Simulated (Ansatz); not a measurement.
# AlH7O2Si2: the cost of one run

Method: RKS PBE/6-31G, in Ansatz 0.2.0.

## Step 1: The starting structure

Bond lengths: Al1–H2 1.560 Å, Al1–O3 1.780 Å, O3–Si4 1.680 Å, Si4–H5 1.460 Å, Si4–H6 1.460 Å, Si4–H7 1.460 Å, Al1–O8 1.780 Å, O8–Si9 1.680 Å, Si9–H10 1.460 Å, Si9–H11 1.460 Å, Si9–H12 1.460 Å. Angles (14 of 17 angles, heavy atoms first): O3–Al1–O8 120.0°, Al1–O3–Si4 125.0°, Al1–O8–Si9 125.0°, H2–Al1–O3 120.0°, H2–Al1–O8 120.0°, O3–Si4–H5 109.5°, O3–Si4–H6 109.5°, O3–Si4–H7 109.5°, O8–Si9–H10 109.5°, O8–Si9–H11 109.5°, O8–Si9–H12 109.5°, H5–Si4–H6 109.4°, H5–Si4–H7 109.4°, H6–Si4–H7 109.4°.

As a file:

```xyz
12

Al    0.0000    0.0000    0.0000
H     0.0000    0.0000    1.5600
O     1.5415    0.0000   -0.8900
Si    2.3874   -1.3760   -1.3520
H     1.4599   -2.3514   -1.9176
H     3.3882   -1.0195   -2.3535
H     3.0504   -1.9546   -0.1870
O    -1.5415    0.0000   -0.8900
Si   -2.6907   -1.2238   -0.8267
H    -2.2881   -2.2198    0.1620
H    -3.9833   -0.6595   -0.4496
H    -2.8007   -1.8572   -2.1376
```

## Step 2: Preparing the start

The input, input.yaml:

```yaml
crystal:
  periodic: [false, false, false]
  atoms:
    - { symbol: Al, position_ang: [0.0, 0.0, 0.0] }
    - { symbol: H, position_ang: [0.0, 0.0, 1.56] }
    - { symbol: O, position_ang: [1.5415, 0.0, -0.89] }
    - { symbol: Si, position_ang: [2.3874, -1.376, -1.352] }
    - { symbol: H, position_ang: [1.4599, -2.3514, -1.9176] }
    - { symbol: H, position_ang: [3.3882, -1.0195, -2.3535] }
    - { symbol: H, position_ang: [3.0504, -1.9546, -0.187] }
    - { symbol: O, position_ang: [-1.5415, 0.0, -0.89] }
    - { symbol: Si, position_ang: [-2.6907, -1.2238, -0.8267] }
    - { symbol: H, position_ang: [-2.2881, -2.2198, 0.162] }
    - { symbol: H, position_ang: [-3.9833, -0.6595, -0.4496] }
    - { symbol: H, position_ang: [-2.8007, -1.8572, -2.1376] }
basis:
  gaussian: { orbitals: "6-31G" }
hamiltonian:
  xc: pbe
relax:
  f_tol: 0.02
  max_steps: 40
output:
  orbitals: {}
```

Run with:

```
> ansatz run input.yaml --threads 1 --pin off --max-ram 2048MiB --backend cpu --events-out ev --progress --plain --runs-dir out
```

**Question.** How long does this run take on 1 thread of AMD EPYC 9R45 (Zen 5), shared host, and how much memory does it need?

About 23 s, with a peak of 0.17 GiB.
